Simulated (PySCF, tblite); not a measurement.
**C₂H₉N₂PSi: dynamics, then NMR shifts on frames**

How do NMR shifts of C₂H₉N₂PSi (`P[SiH]1NCCN1`) change as the atoms move?

Computed with tblite 0.8.0 and PySCF 2.14.0, with density-fitted response routines of our own, on a single molecule in the gas phase. Atoms count from 0, in the outputs and in this text.

### 1 The molecule as given

15 atoms, charge 0, multiplicity 1; geometry from: GFN2-xTB.

Bonds of the start (Å): P0–Si1 2.24, Si1–N2 1.73, N2–C3 1.45, C3–C4 1.53, C4–N5 1.45, N5–Si1 1.72, P0–H6 1.38, P0–H7 1.38, Si1–H8 1.47, N2–H9 1.01, C3–H10 1.09, C3–H11 1.09, C4–H12 1.10, C4–H13 1.09, N5–H14 1.01.

### 2 A short Langevin run with GFN2-xTB

Job settings and geometry (Å):

```
{"job": {"kind": "md", "xc": "GFN2-xTB", "basis": "xTB", "temperature": 300, "steps": 2000, "every": 50, "frames": 5}, "charge": 0, "multiplicity": 1}
P      2.716832     0.804758    -0.709164
Si     0.903671    -0.211395     0.129260
N     -0.050306    -1.058781    -1.037191
C     -1.430988    -0.817367    -0.673542
C     -1.573600     0.594126    -0.092973
N     -0.362595     0.828637     0.660796
H      3.441128    -0.366168    -0.800179
H      3.219930     1.088533     0.544107
H      1.183827    -1.164492     1.215790
H      0.132215    -0.930849    -2.019911
H     -2.099262    -0.972419    -1.519995
H     -1.681944    -1.536585     0.110141
H     -1.694584     1.328812    -0.901161
H     -2.449322     0.653946     0.560424
H     -0.259415     1.767232     1.006031
```

Method: GFN2-xTB Langevin dynamics, gas phase.

On the command line:

```sh
OMP_NUM_THREADS=1 python probes_run.py task.json out
```

One launch serves the whole session: the jobs run in the order shown.

The log of the run:

```text
t/fs     T/K      E/eV
    0.0   239.3   -516.86282
   25.0   127.2   -516.57386
   50.0   186.3   -516.60400
   75.0   211.8   -516.46696
  100.0   204.4   -516.40274
  125.0   201.2   -516.51133
  150.0   208.7   -516.51127
  175.0   235.0   -516.53266
  200.0   230.0   -516.52342
  225.0   252.3   -516.49992
  250.0   238.9   -516.45360
  275.0   212.9   -516.45842
  300.0   220.6   -516.47487
  325.0   215.0   -516.58021
  350.0   216.5   -516.43388
  375.0   265.9   -516.68686
  400.0   217.3   -516.51648
  425.0   249.2   -516.43203
  450.0   217.6   -516.43551
  475.0   270.7   -516.41375
  500.0   352.5   -516.48784
  525.0   328.1   -516.46939
  550.0   249.9   -516.43763
  575.0   218.3   -516.42175
  600.0   254.0   -516.24990
  625.0   339.9   -516.35007
  650.0   300.2   -516.40216
  675.0   360.3   -516.43541
  700.0   331.0   -516.38026
  725.0   238.3   -516.24987
  750.0   345.0   -516.38454
  775.0   448.6   -516.35012
  800.0   337.4   -516.35889
  825.0   293.4   -516.17948
  850.0   329.0   -516.27058
  875.0   288.0   -516.07686
  900.0   498.8   -516.28585
  925.0   375.0   -516.20416
  950.0   390.3   -515.88381
  975.0   373.0   -515.98815
 1000.0   479.2   -516.21733
```

It took 13 s on 1 thread of Intel Xeon Platinum 8488C, shared host; peak memory 0.18 GiB.

Distance from the start (root mean square after alignment): 0 fs 0.00 Å, 200 fs 0.22 Å, 400 fs 0.42 Å, 600 fs 0.53 Å, 800 fs 0.51 Å, 1000 fs 0.65 Å.

Positions (Å) and forces (eV/Å) at 1000 fs:

```xyz
15

P     2.580    0.770    0.365    0.386   -0.872   -1.020
Si    0.781   -0.591   -0.142    0.214    0.337   -0.727
N    -0.277    0.269   -1.301    0.929   -0.912   -0.557
C    -1.471    0.736   -0.638   -1.023   -1.665   -0.146
C    -1.064    0.839    0.793   -0.624    0.803    0.794
N    -0.340   -0.346    1.138    0.316   -0.088    2.298
H     3.007    0.908   -1.027   -0.108   -0.262    1.152
H     3.495   -0.314    0.723   -0.667    0.794   -0.519
H     1.074   -2.050   -0.411   -0.316    0.770    0.170
H    -0.443   -0.179   -2.220    0.099    0.603    0.897
H    -1.941    1.615   -1.084    0.474    0.149    0.075
H    -2.244   -0.068   -0.635    0.029    0.193   -0.354
H    -0.434    1.700    0.880    0.655    0.975    0.171
H    -1.865    0.960    1.531   -0.369    0.039   -0.391
H    -0.090   -0.190    2.163    0.005   -0.865   -1.843
```

### 3 NMR shieldings: 250 fs, PBE0/pcSseg-1

Job settings and geometry (Å):

```
{"job": {"kind": "nmr", "xc": "PBE0", "basis": "pcSseg-1", "pop": false}, "charge": 0, "multiplicity": 1}
P      2.510200     0.677700    -1.049600
Si     0.794700    -0.401900    -0.168100
N     -0.334200    -0.554700    -1.450800
C     -1.675300    -0.461800    -0.842000
C     -1.625900     0.628500     0.207900
N     -0.353900     0.317600     0.962700
H      3.176200    -0.583700    -1.405000
H      3.156500     0.712200     0.138600
H      1.273000    -1.675000     0.459000
H     -0.160400    -0.219600    -2.396200
H     -2.488400    -0.340200    -1.519800
H     -1.804800    -1.453200    -0.306800
H     -1.609700     1.634600    -0.246600
H     -2.455600     0.480100     0.897700
H     -0.204700     1.101600     1.559400
```

Method: GIAO PBE0/pcSseg-1 NMR shielding, non-relativistic, gas phase.

The log of the run:

```text
coarse grid: 13128 points
cycle   1  E = -821.3896145627  dE =  6.254e-01  |g| = 4.834e-01  |ddm| = 3.481e+00
cycle   2  E = -821.3448607296  dE =  4.475e-02  |g| = 6.687e-01  |ddm| = 1.223e+00
cycle   3  E = -821.4422737973  dE = -9.741e-02  |g| = 5.513e-02  |ddm| = 7.729e-01
cycle   4  E = -821.4428920382  dE = -6.182e-04  |g| = 2.023e-02  |ddm| = 7.941e-02
cycle   5  E = -821.4429820350  dE = -9.000e-05  |g| = 6.483e-03  |ddm| = 2.943e-02
cycle   6  E = -821.4429904643  dE = -8.429e-06  |g| = 2.356e-03  |ddm| = 8.005e-03
final grid: 116600 points
cycle   7  E = -821.4736145155  dE = -2.445e-05  |g| = 8.871e-03  |ddm| = 2.687e-02
cycle   8  E = -821.4735999732  dE =  1.454e-05  |g| = 1.200e-02  |ddm| = 2.018e-02
cycle   9  E = -821.4736332823  dE = -3.331e-05  |g| = 8.662e-04  |ddm| = 1.165e-02
cycle  10  E = -821.4736334291  dE = -1.468e-07  |g| = 2.669e-04  |ddm| = 9.582e-04
cycle  11  E = -821.4736334444  dE = -1.526e-08  |g| = 4.681e-05  |ddm| = 2.655e-04
cycle  12  E = -821.4736334448  dE = -3.977e-10  |g| = 2.167e-05  |ddm| = 6.778e-05
converged SCF energy = -821.4736334448

GIAO shielding tensors (ppm)
atom      isotropic    diamagn.    paramagn.     s11        s22        s33       span
  0 P      596.541     967.872    -371.331    523.701    610.826    655.096    131.396
  1 Si     359.414     879.984    -520.570    326.171    342.289    409.782     83.611
  2 N      222.995     325.310    -102.315    189.311    225.042    254.631     65.320
  3 C      134.620     244.897    -110.277    107.068    141.715    155.077     48.009
  4 C      133.142     246.567    -113.426    120.602    129.648    149.176     28.574
  5 N      221.979     321.490     -99.511    181.947    214.865    269.124     87.177
  6 H       29.095      28.251       0.844     24.287     26.496     36.503     12.216
  7 H       31.082      31.123      -0.040     26.088     28.346     38.813     12.725
  8 H       25.627      29.607      -3.981     20.828     24.079     31.973     11.144
  9 H       30.182      32.909      -2.728     22.311     28.015     40.219     17.908
 10 H       28.713      29.111      -0.398     23.860     27.225     35.055     11.195
 11 H       27.624      28.563      -0.939     21.593     25.797     35.482     13.890
 12 H       28.718      29.924      -1.206     24.097     26.334     35.721     11.624
 13 H       28.624      29.140      -0.516     23.796     26.511     35.566     11.770
 14 H       30.909      33.687      -2.778     22.124     28.294     42.308     20.184
```

Wall time 23 s (1 thread of Intel Xeon Platinum 8488C, shared host); peak memory 0.73 GiB.

The references, computed at this level on geometries of the same kind, shield at (ppm): 1H TMS 31.72, 13C TMS 186.9, 29Si TMS 349.2, 15N NH3 267.7, 31P H3PO4 318.4. Their shielding less the atom's gives the shift. The references are single molecules in the gas phase, so shifts against H2O, NH3, PH3, H3PO4 or CFCl3 are not on the usual liquid scales and can be off by tens of ppm. Each atom is listed at this fixed geometry, with no averaging over motion; a spectrum would average atoms that exchange fast.

```tsv
atoms	environment	σ (ppm)	δ (ppm)
C4	sp3 CH2 bonded to N	133.1	53.8
C3	sp3 CH2 bonded to N	134.6	52.3
H8	hydrogen on a silicon bonded to 2 N, P, in a 5-membered ring	25.63	6.09
H11	hydrogen on an sp3 CH2 bonded to N	27.62	4.09
H13	hydrogen on an sp3 CH2 bonded to N	28.62	3.09
H10	hydrogen on an sp3 CH2 bonded to N	28.71	3.00
H12	hydrogen on an sp3 CH2 bonded to N	28.72	3.00
H6	hydrogen on a phosphorus bonded to Si	29.10	2.62
H9	hydrogen on a nitrogen bonded to C, Si, in a 5-membered ring	30.18	1.54
H14	hydrogen on a nitrogen bonded to C, Si, in a 5-membered ring	30.91	0.81
H7	hydrogen on a phosphorus bonded to Si	31.08	0.63
P0	phosphorus bonded to Si, 2 H	596.5	-278.2
Si1	silicon bonded to 2 N, P, H, in a 5-membered ring	359.4	-10.3
N5	nitrogen bonded to C, Si, H, in a 5-membered ring	222.0	45.8
N2	nitrogen bonded to C, Si, H, in a 5-membered ring	223.0	44.7
```

Ring of atoms Si1, N2, C3, C4, N5: NICS(0) -7.0, NICS(1) -3.3, NICS(1)zz -4.2 ppm (means of both faces). The ring holds saturated atoms, so no π current runs round it: these values come from its σ bonds, any local π bonds and neighbouring rings, and say nothing of aromaticity.

Orbitals, density, ELF and potential are computed afterwards from the orbital file.

Frontier orbitals at PBE0/pcSseg-1, with the share of their density that lies nearest to each atom:

```tsv
orbital	energy (eV)	lies on
HOMO	-6.59	N2 41 %; N5 29 %
LUMO	0.30	P0 27 %; H6 26 %; Si1 14 %
```

ELF in a plane through or near 8 of the atoms.

Values, 10 rows by 14 columns:
```
0.00 0.00 0.00 0.00 0.00 0.00 0.00 0.00 0.00 0.00 0.00 0.00 0.00 0.00
0.00 0.00 0.00 0.00 0.00 0.00 0.00 0.00 0.00 0.00 0.00 0.00 0.00 0.00
0.00 0.00 0.00 0.04 0.01 0.00 0.25 0.96 0.26 0.01 0.01 0.00 0.00 0.00
0.00 0.00 0.64 0.99 0.63 0.03 0.25 0.90 0.27 0.74 0.98 0.09 0.00 0.00
0.00 0.01 0.38 0.97 0.68 0.74 0.40 0.72 0.43 0.83 0.96 0.18 0.00 0.00
0.00 0.02 0.57 0.89 0.54 0.77 0.13 0.37 0.75 0.67 0.03 0.00 0.00 0.00
0.00 0.04 0.96 1.00 0.52 0.09 0.60 0.25 0.64 0.99 0.96 0.03 0.00 0.00
0.00 0.00 0.08 0.34 0.03 0.01 0.35 0.59 0.06 0.73 0.70 0.00 0.00 0.00
0.00 0.00 0.00 0.00 0.00 0.00 0.01 0.02 0.00 0.00 0.00 0.00 0.00 0.00
0.00 0.00 0.00 0.00 0.00 0.00 0.00 0.00 0.00 0.00 0.00 0.00 0.00 0.00
```
The map spans 12.0 Å across and 9.6 Å up, centred on the molecule. Atoms in the plane (x, y in Å): N2 (0.1, -1.2), C3 (1.5, -0.8), C4 (1.6, 0.7), H6 (-3.4, -0.9), H7 (-3.2, 1.1), H10 (2.2, -1.4), H13 (2.5, 1.1), H14 (0.3, 2.2).

On the surface of density 0.002 e/bohr³ the electrostatic potential runs, from the 1st to the 99th percentile, from -1.29 V near N5 to 1.45 V near H14.

### 4 NMR shieldings: 425 fs, PBE0/pcSseg-1

Job settings and geometry (Å):

```
{"job": {"kind": "nmr", "xc": "PBE0", "basis": "pcSseg-1", "pop": false}, "charge": 0, "multiplicity": 1}
P      2.565400     0.773200    -0.988200
Si     0.897700    -0.601800    -0.230500
N     -0.400900    -0.353400    -1.303600
C     -1.624700    -0.342100    -0.509800
C     -1.394500     0.395300     0.777300
N     -0.083100    -0.033500     1.173800
H      2.436400     0.598900    -2.348100
H      3.660000    -0.107400    -0.937100
H      1.266900    -1.972900     0.273600
H     -0.471100    -0.601200    -2.278400
H     -2.360400     0.201900    -1.132600
H     -2.048300    -1.313100    -0.202500
H     -1.495400     1.511400     0.664600
H     -2.189400     0.008200     1.462000
H      0.409100     0.654400     1.694700
```

Level: GIAO PBE0/pcSseg-1 NMR shielding, non-relativistic, gas phase.

The log of the run:

```text
coarse grid: 13128 points
cycle   1  E = -821.3846472238  dE =  6.647e-01  |g| = 4.995e-01  |ddm| = 3.496e+00
cycle   2  E = -821.3324099155  dE =  5.224e-02  |g| = 7.036e-01  |ddm| = 1.316e+00
cycle   3  E = -821.4417089659  dE = -1.093e-01  |g| = 5.312e-02  |ddm| = 8.321e-01
cycle   4  E = -821.4423015311  dE = -5.926e-04  |g| = 1.738e-02  |ddm| = 7.614e-02
cycle   5  E = -821.4423754029  dE = -7.387e-05  |g| = 4.849e-03  |ddm| = 2.915e-02
cycle   6  E = -821.4423812472  dE = -5.844e-06  |g| = 1.065e-03  |ddm| = 7.151e-03
final grid: 116600 points
cycle   7  E = -821.4729333680  dE = -2.148e-05  |g| = 8.097e-03  |ddm| = 2.711e-02
cycle   8  E = -821.4729191318  dE =  1.424e-05  |g| = 1.131e-02  |ddm| = 1.905e-02
cycle   9  E = -821.4729491770  dE = -3.005e-05  |g| = 7.275e-04  |ddm| = 1.141e-02
cycle  10  E = -821.4729492764  dE = -9.945e-08  |g| = 2.291e-04  |ddm| = 7.535e-04
cycle  11  E = -821.4729492871  dE = -1.066e-08  |g| = 3.526e-05  |ddm| = 1.958e-04
cycle  12  E = -821.4729492873  dE = -2.628e-10  |g| = 9.024e-06  |ddm| = 4.719e-05
converged SCF energy = -821.4729492873

GIAO shielding tensors (ppm)
atom      isotropic    diamagn.    paramagn.     s11        s22        s33       span
  0 P      586.082     967.462    -381.380    511.279    608.089    638.878    127.599
  1 Si     348.287     879.771    -531.483    299.962    340.363    404.537    104.575
  2 N      226.084     323.704     -97.620    184.143    236.374    257.735     73.593
  3 C      136.963     243.645    -106.682    104.719    138.013    168.158     63.439
  4 C      137.901     243.750    -105.849    121.780    138.378    153.545     31.765
  5 N      230.362     323.728     -93.366    183.620    237.987    269.480     85.860
  6 H       30.324      30.887      -0.563     24.924     28.504     37.546     12.622
  7 H       29.901      29.202       0.699     25.052     26.351     38.301     13.248
  8 H       25.307      28.641      -3.334     20.503     23.742     31.675     11.172
  9 H       30.610      32.617      -2.007     22.405     28.185     41.239     18.835
 10 H       27.755      28.349      -0.593     22.613     25.937     34.715     12.101
 11 H       28.206      29.133      -0.928     21.891     26.780     35.946     14.055
 12 H       27.915      28.848      -0.933     22.993     25.516     35.236     12.243
 13 H       27.953      27.900       0.052     23.670     25.066     35.122     11.452
 14 H       31.888      33.819      -1.931     23.040     29.557     43.068     20.028
```

It took 18 s on 1 thread of Intel Xeon Platinum 8488C, shared host; peak memory 0.76 GiB.

Key values: δ C3 50.0, C4 49.0, P0 -267.7, Si1 0.9, H8 6.41, H10 3.96 ppm.

[end of part 1 of 2]
